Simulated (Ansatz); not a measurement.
# BF2H4Si: the cost of one run

Program: Ansatz 0.2.0. Level of theory: UHF/6-31G*. These are calculated values, not measurements.

1 further run of the same task is left out (it didn't finish).

## (1) The starting structure

Bond lengths: B1–F3 1.320 Å, B1–F4 1.320 Å, Si5–H6 1.460 Å, Si5–H7 1.460 Å, Si5–H8 1.460 Å. Angles: F3–B1–F4 120.0°, H6–Si5–H7 109.4°, H6–Si5–H8 109.4°, H7–Si5–H8 109.4°.

As a file:

```xyz
8

B     0.0000    0.0000    0.0000
H     0.0000    0.0000    1.4400
F     1.1431    0.0000   -0.6600
F    -1.1431    0.0000   -0.6600
Si    0.0000    0.0000    3.2000
H    -0.7436   -1.1581    3.6874
H     1.3747   -0.0649    3.6874
H    -0.6311    1.2230    3.6874
```

## (2) A restrained relaxation towards end A

Springs on the bonds that form and break draw the guess towards this end; the thresholds are loose.

File input.yaml:

```yaml
crystal:
  periodic: [false, false, false]
  atoms:
    - { symbol: B, position_ang: [0.0, 0.0, 0.0] }
    - { symbol: H, position_ang: [0.0, 0.0, 1.44] }
    - { symbol: F, position_ang: [1.1431, 0.0, -0.66] }
    - { symbol: F, position_ang: [-1.1431, 0.0, -0.66] }
    - { symbol: Si, position_ang: [0.0, 0.0, 3.2] }
    - { symbol: H, position_ang: [-0.7436, -1.1581, 3.6874] }
    - { symbol: H, position_ang: [1.3747, -0.0649, 3.6874] }
    - { symbol: H, position_ang: [-0.6311, 1.223, 3.6874] }
magnetization:
  spin_polarized: true
  initial_magnetization: 1
basis:
  gaussian: { orbitals: "6-31G*" }
hamiltonian:
  xc: hf
relax:
  f_tol: 0.15
  max_steps: 25
  restrain:
    - { distance: [1, 4], at: 2.66, k: 30.0 }
    - { distance: [0, 1], at: 1.19, k: 30.0 }
output:
  orbitals: {}
```

The run is started by

```bash
> ansatz run input.yaml --threads 1 --pin off --max-ram 2048MiB --backend cpu --events-out ev --progress --plain --runs-dir out
```

**Question.** How long does this run take on 1 thread of Arm Neoverse V2, shared host, and how much memory does it need?

About 11 s, with a peak of 0.14 GiB.
